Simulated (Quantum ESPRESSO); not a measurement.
TaF3:

```
CELL_PARAMETERS angstrom
3.90120 0.00000 0.00000
0.00000 3.90120 0.00000
0.00000 0.00000 3.90120
ATOMIC_POSITIONS crystal
Ta 0.00000 0.00000 0.00000
F 0.00000 0.00000 0.50000
F 0.00000 0.50000 0.00000
F 0.50000 0.00000 0.00000
```

| Item | Value |
| --- | --- |
| Program | Quantum ESPRESSO 7.5 |
| Task | phonons |
| Functional | PBEsol |
| Potentials or basis | GBRV 1.5 PBEsol |
| Cutoff | 762 eV |
| Density cutoff | 6095 eV |
| k mesh | 7 × 7 × 7 |
| Occupations | cold, width 0.2 eV |
| Spin | no spin polarisation |
| Target pressure | 5 GPa |
| Mixing beta | 0.5 |
| Most SCF iterations | 120 |
| SCF threshold | 8e-10 Ry |

The cell and the atoms were relaxed first at 5 GPa, to 16.28 Å³/atom (a = 4.024 Å, b = 4.024 Å, c = 4.024 Å, α = 90.00°, β = 90.00°, γ = 90.00°), and the response was taken there.

Q: What is the highest optical frequency at the zone centre?

A: 613 cm⁻¹, a mode of symmetry T1u (IR).

Optical modes at Γ, degenerate ones joined:
```csv
cm⁻¹,components,symmetry,active in
227,3,T2u,silent
261,3,T1u,IR
613,3,T1u,IR
```

Caveat: the mesh is thin for the phonons of a metal; the cell is more than 3 GPa from zero pressure, which shifts response properties.
